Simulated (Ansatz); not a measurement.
# C2H6O2Si: the cost of one run

Method: RKS PBE0/6-31G*, in Ansatz 0.2.0.

1 further run of the same task is left out (it didn't finish).

### Step 1. Starting point

Bond lengths: Si1–O2 1.649 Å, O2–C3 1.412 Å, C3–C4 1.514 Å, C3–O5 1.438 Å, C4–O5 1.454 Å, Si1–H6 1.562 Å, Si1–H7 1.449 Å, Si1–H8 1.489 Å, C3–H9 1.150 Å, C4–H10 1.008 Å, C4–H11 1.121 Å. Angles (14 of 20 angles, heavy atoms first): Si1–O2–C3 115.3°, O2–C3–C4 119.0°, O2–C3–O5 118.4°, C4–C3–O5 59.0°, C3–C4–O5 57.9°, C3–O5–C4 63.1°, O2–Si1–H6 106.9°, O2–Si1–H7 112.2°, O2–Si1–H8 110.1°, O2–C3–H9 117.4°, C4–C3–H9 113.5°, O5–C3–H9 116.6°, C3–C4–H10 122.7°, C3–C4–H11 112.2°.

As a file:

```xyz
11

Si   -1.1262    0.8254    1.2986
O    -0.4975    0.6194   -0.2115
C     0.6421   -0.2108   -0.2825
C     0.9779   -0.8865   -1.5946
O     0.4474   -1.6244   -0.4592
H    -2.2456    1.9080    1.1800
H    -1.7201   -0.3912    1.8159
H    -0.0908    1.3801    2.2131
H     1.5688    0.1094    0.3185
H     1.9255   -1.0619   -1.8892
H     0.1839   -0.7246   -2.3686
```

### Step 2. End point A

input.yaml

```yaml
crystal:
  periodic: [false, false, false]
  atoms:
    - { symbol: Si, position_ang: [-1.1262, 0.8254, 1.2986] }
    - { symbol: O, position_ang: [-0.4975, 0.6194, -0.2115] }
    - { symbol: C, position_ang: [0.6421, -0.2108, -0.2825] }
    - { symbol: C, position_ang: [0.9779, -0.8865, -1.5946] }
    - { symbol: O, position_ang: [0.4474, -1.6244, -0.4592] }
    - { symbol: H, position_ang: [-2.2456, 1.908, 1.18] }
    - { symbol: H, position_ang: [-1.7201, -0.3912, 1.8159] }
    - { symbol: H, position_ang: [-0.0908, 1.3801, 2.2131] }
    - { symbol: H, position_ang: [1.5688, 0.1094, 0.3185] }
    - { symbol: H, position_ang: [1.9255, -1.0619, -1.8892] }
    - { symbol: H, position_ang: [0.1839, -0.7246, -2.3686] }
basis:
  gaussian: { orbitals: "6-31G*" }
hamiltonian:
  xc: pbe0
relax:
  f_tol: 0.015
  max_steps: 40
```

Started as:

```sh
$ ansatz run input.yaml --threads 1 --pin off --max-ram 2048MiB --backend cpu --events-out ev --progress --plain --runs-dir out
```

Q: Estimate wall time and peak memory on 1 thread of Intel Xeon Platinum 8488C (Sapphire Rapids), shared host.

About 97 s, with a peak of 0.21 GiB.
